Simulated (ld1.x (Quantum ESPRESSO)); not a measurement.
# Zr: generating and testing an ultrasoft potential

Task: generate the file, and judge it by its errors in other configurations, its logarithmic derivatives, its ghosts and its cutoff.

Program: ld1.x (Quantum ESPRESSO) 7.5. Reference atom: PBE, scalar-relativistic, spherical and spin-unpolarised. All values are calculated.

**1. The design**

The settings as typed:

| Item | Value |
| --- | --- |
| element | zirconium (Zr, Z = 40) |
| type | ultrasoft |
| frozen core | [Ar] 3d10 4s2 |
| valence charge | 10 |
| reference configuration | 4p6 4d2 5s2 5p0 |
| partial waves | 5s (bound): rcut 2.60, rcutus 3.25 bohr; 5s channel at 0.7 Ry: rcut 2.60, rcutus 3.25 bohr; 4p (bound): rcut 2.20, rcutus 2.65 bohr; 5p (bound, empty): rcut 2.20, rcutus 2.65 bohr; 4d (bound): rcut 1.35, rcutus 1.85 bohr; 4d channel at 3.45 Ry: rcut 1.35, rcutus 1.85 bohr |
| local potential | all-electron potential smoothed inside 2.35 bohr (lloc = -1) |
| core correction | not asked for |
| augmentation charge | PSQ, inside the norm-conserving radii |

The outer shells as boxes (Hund's rule for the drawing; the calculation is spin-unpolarised):

```
[Ar] core
3d [↑↓][↑↓][↑↓][↑↓][↑↓]
4s [↑↓]
4p [↑↓][↑↓][↑↓]
4d [↑ ][↑ ][  ][  ][  ]
5s [↑↓]
5p [  ][  ][  ]
```

An earlier all-electron run gives the scale for the radii.

All-electron outer shells of the reference configuration (PBE, scalar-relativistic, ld1.x):

| shell | level (eV) | outermost node (bohr) | outermost maximum (bohr) |
| --- | --- | --- | --- |
| 3d | -174.71 | – | 0.35 |
| 4s | -54.50 | 0.55 | 1.08 |
| 4p | -32.46 | 0.56 | 1.17 |
| 5s | -4.44 | 1.47 | 3.15 |
| 4d | -3.60 | 0.58 | 1.59 |
| 5p | -1.47 | 1.70 | 4.15 |

**2. The generation run**

Input file Zr.in:

```
 &input
   title='Zr', zed=40., rel=1, dft='PBE', iswitch=3,
   config='[Kr] 4d2 5s2 5p0',
   nld=3, rlderiv=3.55, eminld=-4.0, emaxld=5.0, deld=0.02
 /
 &inputp
   pseudotype=3, tm=.true., lloc=-1, rcloc=2.35,
   nlcc=.false.,
   which_augfun='PSQ', rmatch_augfun_nc=.true.,
   file_pseudopw='Zr.UPF', file_wfcaegen='ae.wfc', file_wfcncgen='nc.wfc', file_beta='beta', file_chi='chi', file_wfcusgen='us.wfc'
 /
6
5S  1  0   2.00   0.00  2.60  3.25  0.0
5S  1  0   0.00   0.70  2.60  3.25  0.0
4P  2  1   6.00   0.00  2.20  2.65  0.0
5P  3  1   0.00   0.00  2.20  2.65  0.0
4D  3  2   2.00   0.00  1.35  1.85  0.0
4D  3  2   0.00   3.45  1.35  1.85  0.0
 &test
   configts(1)='4p6 4d2 5s2 5p0'
 /
```

On the command line:

```console
$ ld1.x < Zr.in > Zr.out
```

The output, Zr.out (without the banner and most projector matrices):

```text
     Program LD1 v.7.5
     --------------------------- All-electron run ----------------------------

     Zr
     scalar relativistic calculation

     atomic number is 40.00
     dft =PBE   lsd =0 sic =0 latt =0  beta=0.20 tr2=1.0E-14
     Exchange-correlation= PBE
                           (   1   4   3   4   0   0   0)
     mesh =1225 r(mesh) = 100.59681 a.u. xmin = -7.00 dx = 0.01250
     1 Ry =  13.60569312 eV, c = 137.03599908

     n l     nl                  e(Ry)          e(Ha)          e(eV)
     1 0     1S 1( 2.00)     -1310.1237      -655.0619    -17825.1411
     2 0     2S 1( 2.00)      -181.5303       -90.7651     -2469.8452
     2 1     2P 1( 6.00)      -161.8775       -80.9388     -2202.4559
     3 0     3S 1( 2.00)       -29.7501       -14.8750      -404.7707
     3 1     3P 1( 6.00)       -23.3474       -11.6737      -317.6579
     4 0     4S 1( 2.00)        -4.0060        -2.0030       -54.5045
     4 1     4P 1( 6.00)        -2.3859        -1.1929       -32.4614
     3 2     3D 1(10.00)       -12.8408        -6.4204      -174.7080
     4 2     4D 1( 2.00)        -0.2645        -0.1323        -3.5989
     5 0     5S 1( 2.00)        -0.3263        -0.1631        -4.4392
     5 1     5P 1( 0.00)        -0.1080        -0.0540        -1.4693

     final scf error:  3.8E-15 reached in  25 iterations

     Etot =   -7197.066779 Ry,   -3598.533389 Ha,  -97921.081979 eV

     Ekin =    7400.180090 Ry,    3700.090045 Ha,  100684.579354 eV
     Encl =  -17329.433663 Ry,   -8664.716831 Ha, -235778.956414 eV
     Eh   =    2959.970718 Ry,    1479.985359 Ha,   40272.453242 eV
     Exc  =    -227.783923 Ry,    -113.891962 Ha,   -3099.158161 eV

     normalization and overlap integrals

     s(1S/1S) =  1.000000  <r> =   0.0371  <r2> =    0.0019  r(max) =   0.0241
     s(2S/2S) =  1.000000  <r> =   0.1626  <r2> =    0.0312  r(max) =   0.1368
     s(2P/2P) =  1.000000  <r> =   0.1417  <r2> =    0.0245  r(max) =   0.1093
     s(3S/3S) =  1.000000  <r> =   0.4585  <r2> =    0.2410  r(max) =   0.4060
     s(3P/3P) =  1.000000  <r> =   0.4621  <r2> =    0.2489  r(max) =   0.4010
     s(4S/4S) =  1.000000  <r> =   1.2129  <r2> =    1.6687  r(max) =   1.0764
     s(4P/4P) =  1.000000  <r> =   1.3687  <r2> =    2.1516  r(max) =   1.1748
     s(3D/3D) =  1.000000  <r> =   0.4525  <r2> =    0.2477  r(max) =   0.3495
     s(4D/4D) =  1.000000  <r> =   2.2977  <r2> =    6.6283  r(max) =   1.5859
     s(5S/5S) =  1.000000  <r> =   3.7281  <r2> =   15.8828  r(max) =   3.1538
     s(5P/5P) =  1.000000  <r> =   5.1644  <r2> =   31.0604  r(max) =   4.1521

     ------------------------ End of All-electron run ------------------------

     --------------------- Generating US pseudopotential ---------------------

      Generating local potential from pseudized AE potential:
      Matching radius rcloc =   2.3500

      Local pseudo, rcloc= 2.366 Estimated cut-off energy=     4.43 Ry
      Wfc-us  5S rcutus= 3.274  Estimated cut-off energy=     4.20 Ry
      Wfc-us  5S rcutus= 3.274  Estimated cut-off energy=     6.35 Ry
      Wfc-us  4P rcutus= 2.681  Estimated cut-off energy=    12.25 Ry
      Wfc-us  5P rcutus= 2.681  Estimated cut-off energy=    23.08 Ry
      Wfc-us  4D rcutus= 1.842  Estimated cut-off energy=    33.08 Ry
      Wfc-us  4D rcutus= 1.842  Estimated cut-off energy=    55.40 Ry

     Q pseudized with Bessel functions
     Expected ecutrho=     216.0979 due to l1=  2   l2=  2

     ------------------- End of pseudopotential generation -------------------

     [... the all-electron block is printed once more ...]


     Computing logarithmic derivative in   3.55157
     Computing logarithmic derivative in   3.55157
     Computing the partial wave expansion
     R is outside the sphere for l=    0 j= 0.00
     R is outside the sphere for l=    0 j= 0.00
     R is outside the sphere for l=    1 j= 0.00
     R is outside the sphere for l=    1 j= 0.00
     R is outside the sphere for l=    2 j= 0.00
     R is outside the sphere for l=    2 j= 0.00

     ---------------------- Testing the pseudopotential ----------------------

     Zr
     scalar relativistic calculation

     atomic number is 40.00   valence charge is 10.00
     dft =PBE   lsd =0 sic =0 latt =0  beta=0.20 tr2=1.0E-14
     mesh =1225 r(mesh) = 100.59681 xmin = -7.00 dx = 0.01250

     n l     nl             e AE (Ry)        e PS (Ry)    De AE-PS (Ry)
     2 1     4P   1( 6.00)       -2.38587       -2.38587       -0.00000
     3 2     4D   1( 2.00)       -0.26451       -0.26451        0.00000
     1 0     5S   1( 2.00)       -0.32628       -0.32628        0.00000
     3 1     5P   1( 0.00)       -0.10799       -0.10799       -0.00000

     eps = 1.9E-15  iter =  3

     Etot =   -7197.066779 Ry,   -3598.533389 Ha,  -97921.081979 eV
     Etotps =   -61.500225 Ry,     -30.750113 Ha,    -836.753189 eV

     Ekin =      12.135292 Ry,       6.067646 Ha,     165.109054 eV
     Encl =    -120.173289 Ry,     -60.086644 Ha,   -1635.040890 eV
     Ehrt =      48.490264 Ry,      24.245132 Ha,     659.743656 eV
     Ecxc =      -8.321791 Ry,      -4.160895 Ha,    -113.223733 eV
     Epseu=       6.369299 Ry,       3.184649 Ha,      86.658724 eV

     ---------------------- End of pseudopotential test ----------------------
```

Wall time 2 s (1 thread, shared host). This counts the later configuration tests of the new file too.

Partial waves on a coarse radial grid (AE all-electron, PS pseudo):

```
r (bohr)    5s AE   5s PS
   0.163  -0.0500  0.0372
   0.325   0.1651  0.0744
   0.488   0.0575  0.1120
   0.650  -0.1323  0.1498
   0.813  -0.2494  0.1881
   0.975  -0.2693  0.2265
   1.138  -0.2152  0.2653
   1.300  -0.1184  0.3037
   1.463  -0.0030  0.3418
   1.625   0.1126  0.3789
   1.788   0.2199  0.4148
   1.950   0.3129  0.4485
   2.113   0.3911  0.4800
   2.275   0.4534  0.5081
   2.438   0.5018  0.5326
   2.600   0.5372  0.5527
   2.763   0.5617  0.5681
   2.925   0.5764  0.5784
   3.088   0.5829  0.5831
   3.250   0.5823  0.5823
   3.413   0.5759  0.5759
   3.575   0.5648  0.5648
   3.738   0.5497  0.5497
   3.900   0.5317  0.5317
   4.063   0.5113  0.5113
   4.225   0.4893  0.4893
```

**3. Transferability test**

Input file Zr.test.in:

```
 &input
   title='Zr', zed=40., rel=1, dft='PBE', iswitch=2,
   config='[Kr] 4d2 5s2 5p0'
 /
 &test
   file_pseudo='Zr.UPF', nconf=8,
   configts(1)='4p6 4d2 5s2 5p0',
   configts(2)='4p6 4d2 5s1 5p0',
   configts(3)='4p6 4d2 5s0 5p0',
   configts(4)='4p6 4d1 5s0 5p0',
   configts(5)='4p6 4d2.5 5s1.5 5p0',
   configts(6)='4p6 4d3 5s0 5p0',
   configts(7)='4p6 4d2 5s0 5p2',
   configts(8)='4p6 4d2 5s1.5 5p0'
 /
```

On the command line:

```console
$ ld1.x < Zr.test.in > Zr.test.out
```

Zr.test.out, the pseudopotential blocks, each with the warnings that came before it:

```text
     ---------------------- Testing the pseudopotential ----------------------

     Zr
     scalar relativistic calculation

     atomic number is 40.00   valence charge is 10.00
     dft =PBE   lsd =0 sic =0 latt =0  beta=0.20 tr2=1.0E-14
     mesh =1225 r(mesh) = 100.59681 xmin = -7.00 dx = 0.01250

     n l     nl             e AE (Ry)        e PS (Ry)    De AE-PS (Ry)
     2 1     4P   1( 6.00)       -2.38587       -2.38587       -0.00000
     3 2     4D   1( 2.00)       -0.26451       -0.26451        0.00000
     1 0     5S   1( 2.00)       -0.32628       -0.32628        0.00000
     3 1     5P   1( 0.00)       -0.10799       -0.10799       -0.00000

     eps = 1.9E-15  iter =  3

     Etot =   -7197.066779 Ry,   -3598.533389 Ha,  -97921.081979 eV
     Etotps =   -61.500225 Ry,     -30.750113 Ha,    -836.753189 eV

     Ekin =      12.135292 Ry,       6.067646 Ha,     165.109054 eV
     Encl =    -120.173289 Ry,     -60.086644 Ha,   -1635.040890 eV
     Ehrt =      48.490264 Ry,      24.245132 Ha,     659.743656 eV
     Ecxc =      -8.321791 Ry,      -4.160895 Ha,    -113.223733 eV
     Epseu=       6.369299 Ry,       3.184649 Ha,      86.658724 eV

     ---------------------- End of pseudopotential test ----------------------

     ---------------------- Testing the pseudopotential ----------------------

     Zr
     scalar relativistic calculation

     atomic number is 40.00   valence charge is 10.00
     dft =PBE   lsd =0 sic =0 latt =0  beta=0.20 tr2=1.0E-14
     mesh =1225 r(mesh) = 100.59681 xmin = -7.00 dx = 0.01250

     n l     nl             e AE (Ry)        e PS (Ry)    De AE-PS (Ry)
     2 1     4P   1( 6.00)       -2.87681       -2.87586       -0.00095
     3 2     4D   1( 2.00)       -0.73368       -0.73317       -0.00051
     1 0     5S   1( 1.00)       -0.73090       -0.73055       -0.00034
     3 1     5P   1( 0.00)       -0.46021       -0.46133        0.00112

     eps = 6.4E-16  iter = 12

     Etot =   -7196.542213 Ry,   -3598.271106 Ha,  -97913.944892 eV
     Etotps =   -60.975653 Ry,     -30.487826 Ha,    -829.616019 eV
     dEtot_ae =       0.524566 Ry
     dEtot_ps =       0.524572 Ry,   Delta E=      -0.000006 Ry

     Ekin =      12.430241 Ry,       6.215121 Ha,     169.122049 eV
     Encl =    -115.298388 Ry,     -57.649194 Ha,   -1568.714480 eV
     Ehrt =      43.913412 Ry,      21.956706 Ha,     597.472413 eV
     Ecxc =      -8.016493 Ry,      -4.008247 Ha,    -109.069946 eV
     Epseu=       5.995574 Ry,       2.997787 Ha,      81.573944 eV

     ---------------------- End of pseudopotential test ----------------------

     ---------------------- Testing the pseudopotential ----------------------

     Zr
     scalar relativistic calculation

     atomic number is 40.00   valence charge is 10.00
     dft =PBE   lsd =0 sic =0 latt =0  beta=0.20 tr2=1.0E-14
     mesh =1225 r(mesh) = 100.59681 xmin = -7.00 dx = 0.01250

     n l     nl             e AE (Ry)        e PS (Ry)    De AE-PS (Ry)
     2 1     4P   1( 6.00)       -3.44852       -3.44653       -0.00199
     3 2     4D   1( 2.00)       -1.27152       -1.26882       -0.00270
     1 0     5S   1( 0.00)       -1.17881       -1.17609       -0.00271
     3 1     5P   1( 0.00)       -0.85757       -0.86289        0.00531  !

     eps = 1.8E-16  iter =  7

     Etot =   -7195.591120 Ry,   -3597.795560 Ha,  -97901.004620 eV
     Etotps =   -60.025753 Ry,     -30.012877 Ha,    -816.691981 eV
     dEtot_ae =       1.475659 Ry
     dEtot_ps =       1.474472 Ry,   Delta E=       0.001187 Ry

     Ekin =      12.876768 Ry,       6.438384 Ha,     175.197349 eV
     Encl =    -109.568965 Ry,     -54.784482 Ha,   -1490.761710 eV
     Ehrt =      39.102352 Ry,      19.551176 Ha,     532.014603 eV
     Ecxc =      -7.697271 Ry,      -3.848636 Ha,    -104.726708 eV
     Epseu=       5.261363 Ry,       2.630681 Ha,      71.584485 eV

     ---------------------- End of pseudopotential test ----------------------

     BEWARE! Errors in PS-KS equations
     Warning: n=1, l=0 expected 0 nodes, found 3
     Warning: n=2, l=1 expected 0 nodes, found 1
     Warning: n=3, l=2 expected 0 nodes, found 1
     ---------------------- Testing the pseudopotential ----------------------

     Zr
     scalar relativistic calculation

     atomic number is 40.00   valence charge is 10.00
     dft =PBE   lsd =0 sic =0 latt =0  beta=0.20 tr2=1.0E-14
     mesh =1225 r(mesh) = 100.59681 xmin = -7.00 dx = 0.01250

     n l     nl             e AE (Ry)        e PS (Ry)    De AE-PS (Ry)
     2 1     4P   1( 6.00)       -4.34899       -4.34899        0.00000
     3 2     4D   1( 1.00)       -2.07285       -2.09458        0.02173  !
     1 0     5S   1( 0.00)       -1.78561       -1.78561        0.00000
     3 1     5P   1( 0.00)       -1.39421       -1.61554        0.22133  !

     eps = 7.2E-23  iter =  4

     Etot =   -7193.928092 Ry,   -3596.964046 Ha,  -97878.377969 eV
     Etotps =   -28.188509 Ry,     -14.094254 Ha,    -383.524203 eV
     dEtot_ae =       3.138687 Ry
     dEtot_ps =      33.311716 Ry,   Delta E=     -30.173029 Ry

     Ekin =     -28.188509 Ry,     -14.094254 Ha,    -383.524203 eV
     Encl =       0.000000 Ry,       0.000000 Ha,       0.000000 eV
     Ehrt =       0.000000 Ry,       0.000000 Ha,       0.000000 eV
     Ecxc =       0.000000 Ry,       0.000000 Ha,       0.000000 eV

     ---------------------- End of pseudopotential test ----------------------

     BEWARE! Errors in PS-KS equations
     ---------------------- Testing the pseudopotential ----------------------

     Zr
     scalar relativistic calculation

     atomic number is 40.00   valence charge is 10.00
     dft =PBE   lsd =0 sic =0 latt =0  beta=0.20 tr2=1.0E-14
     mesh =1225 r(mesh) = 100.59681 xmin = -7.00 dx = 0.01250

     n l     nl             e AE (Ry)        e PS (Ry)    De AE-PS (Ry)
     2 1     4P   1( 6.00)       -2.30875       -2.30875        0.00000
     3 2     4D   1( 2.50)       -0.21388       -0.06416       -0.14972  !
     1 0     5S   1( 1.50)       -0.30267       -0.33725        0.03458  !
     3 1     5P   1( 0.00)       -0.09608       -0.12491        0.02882  !

     eps = 1.9E-21  iter =  4

     Etot =   -7197.029014 Ry,   -3598.514507 Ha,  -97920.568163 eV
     Etotps =   -14.518812 Ry,      -7.259406 Ha,    -197.538504 eV
     dEtot_ae =       0.037765 Ry
     dEtot_ps =      46.981413 Ry,   Delta E=     -46.943648 Ry

     Ekin =     -14.518812 Ry,      -7.259406 Ha,    -197.538504 eV
     Encl =       0.000000 Ry,       0.000000 Ha,       0.000000 eV
     Ehrt =       0.000000 Ry,       0.000000 Ha,       0.000000 eV
     Ecxc =       0.000000 Ry,       0.000000 Ha,       0.000000 eV

     ---------------------- End of pseudopotential test ----------------------

     ---------------------- Testing the pseudopotential ----------------------

     Zr
     scalar relativistic calculation

     atomic number is 40.00   valence charge is 10.00
     dft =PBE   lsd =0 sic =0 latt =0  beta=0.20 tr2=1.0E-14
     mesh =1225 r(mesh) = 100.59681 xmin = -7.00 dx = 0.01250

     n l     nl             e AE (Ry)        e PS (Ry)    De AE-PS (Ry)
     2 1     4P   1( 6.00)       -2.68846       -2.69238        0.00392
     3 2     4D   1( 3.00)       -0.59945       -0.60057        0.00111
     1 0     5S   1( 0.00)       -0.65674       -0.65527       -0.00147
     3 1     5P   1( 0.00)       -0.40744       -0.40704       -0.00040

     eps = 5.3E-15  iter =  9

     Etot =   -7196.514013 Ry,   -3598.257007 Ha,  -97913.561222 eV
     Etotps =   -60.948326 Ry,     -30.474163 Ha,    -829.244221 eV
     dEtot_ae =       0.552765 Ry
     dEtot_ps =       0.551899 Ry,   Delta E=       0.000866 Ry

     Ekin =      13.694001 Ry,       6.847001 Ha,     186.316377 eV
     Encl =    -117.355125 Ry,     -58.677562 Ha,   -1596.697812 eV
     Ehrt =      45.460134 Ry,      22.730067 Ha,     618.516633 eV
     Ecxc =      -8.271990 Ry,      -4.135995 Ha,    -112.546160 eV
     Epseu=       5.524654 Ry,       2.762327 Ha,      75.166741 eV

     ---------------------- End of pseudopotential test ----------------------
```

4 tests gave no usable energy difference (4p6 4d1 5s0 5p0; 4p6 4d2.5 5s1.5 5p0; 4p6 4d2 5s0 5p2; 4p6 4d2 5s1.5 5p0); the test run stopped with "negative rho".

Energies count from the reference configuration 4p6 4d2 5s2 5p0; the error is all-electron less pseudo. The frozen-core shift comes from a second all-electron run, not shown, with the core orbitals held at their reference shape; it is that run's ΔE less the relaxed one.

| valence configuration | charge | ΔE all-electron (eV) | error AE − PS (meV) | frozen-core shift (meV) |
| --- | --- | --- | --- | --- |
| 4p6 4d2 5s1 5p0 | +1 | 7.137 | -0.1 | +1.0 |
| 4p6 4d2 5s0 5p0 | +2 | 20.077 | +16 | +3.3 |
| 4p6 4d3 5s0 5p0 | +1 | 7.521 | +12 | +10 |

**4. Scattering by logarithmic derivatives**

Taken from the files of the generation run. The phase is arctan(r·u′/u) with u = r·R, unwrapped, with energies in Ry. A pole is an energy at which the radial function vanishes at the test radius. The pseudo phase is shifted by a multiple of π to meet the all-electron one at the reference energy. Levels narrower than the energy grid can be missing from the poles. Where the grid stepped over a known ghost or core level, its pole and its step of π were put in at the level's energy. Left out: p, where the overlap operator is not positive , so their phases aren't trusted. The last column is the largest difference on the grid between −1 and +1 Ry.

| channel | radius (bohr) | reference (Ry) | poles AE | poles PS | window around the reference with phases within 0.05 rad (Ry) | largest difference near zero (rad) |
| --- | --- | --- | --- | --- | --- | --- |
| s | 3.55 | -0.33 | 0.71 | -0.46, 0.71, 4.92 | -0.5 to 2.6 | 3.141 |
| d | 3.55 | -0.26 | -0.06, 2.98 | -0.06, 2.98 | the whole range | 0.000 |

Phases (rad) along the scan:

```
E (Ry)    s AE    s PS    d AE    d PS
 -4.00   1.511   4.559   1.428   1.428
 -3.52   1.407   4.546   1.419   1.419
 -3.04   1.390   4.530   1.407   1.407
 -2.56   1.367   4.508   1.391   1.391
 -2.08   1.335   4.476   1.370   1.370
 -1.60   1.281   4.422   1.338   1.338
 -1.12   1.166   4.307   1.280   1.280
 -0.64   0.743   3.883   1.095   1.095
 -0.16  -0.984  -0.984  -1.422  -1.422
  0.32  -1.454  -1.454  -1.809  -1.809
  0.80  -1.590  -1.590  -2.116  -2.115
  1.28  -1.677  -1.677  -3.435  -3.434
  1.76  -1.775  -1.776  -4.383  -4.383
  2.24  -1.967  -1.974  -4.587  -4.587
  2.72  -2.813  -2.931  -4.678  -4.678
  3.20  -4.216  -4.280  -4.739  -4.739
  3.68  -4.499  -4.533  -4.795  -4.795
  4.16  -4.599  -4.628  -4.868  -4.868
  4.64  -4.654  -4.685  -5.012  -5.012
```

**5. Cutoff and ghost test in a Bessel basis**

A separate test, outside the generator: the pseudo-atom's Hamiltonian at the reference potential is diagonalised in spherical Bessel functions j_l(qr) that vanish at 20 bohr, with q² up to the cutoff.

No cutoffs are read. The overlap operator is not positive in p (lowest eigenvalue -0.472), so the test is not defined there. Ghost test: ghost state, bound below the all-electron valence or empty levels of the same l: s at -6.2 eV (p not tested).

**6. Summary of results**

| quantity | value |
| --- | --- |
| cutoffs | not determined |
| bound ghosts | s at -6.22 eV |
| largest test error (AE − PS) | +16 meV, for 4p6 4d2 5s0 5p0 (4 tests unsolved) |
| largest phase difference near zero energy, channels read | 3.141 rad |
| lowest eigenvalue of the overlap (Bessel basis) | -0.472 (p) |
| density cutoff estimated by the generator | 216 Ry |

A bound ghost (s) makes it unfit for use: electrons can fall into a state that the atom doesn't have. The overlap operator is not positive definite in p, so a plane-wave run would break down once the basis is large enough. The worst unpolarised test, 4p6 4d2 5s0 5p0, is off by 16 meV on 20.1 eV; by total energies transferability rates as good where solved. Atomic tests can pass in spite of a ghost, since they solve only for the levels asked. Freezing the core alone would shift it much less, so the error comes from the pseudisation. The test run broke off, so later configurations gave nothing; the verdict rests on few tests. No cutoffs are read. Near zero energy the largest phase difference among the channels read is 3.14 rad, in the s channel. A step near π is an extra or missing state, not a misfit of shape. The pseudo curves have a pole with no partner nearby in the atom's: s at -0.46 Ry. These are tests on the free atom; a crystal test is still owed.
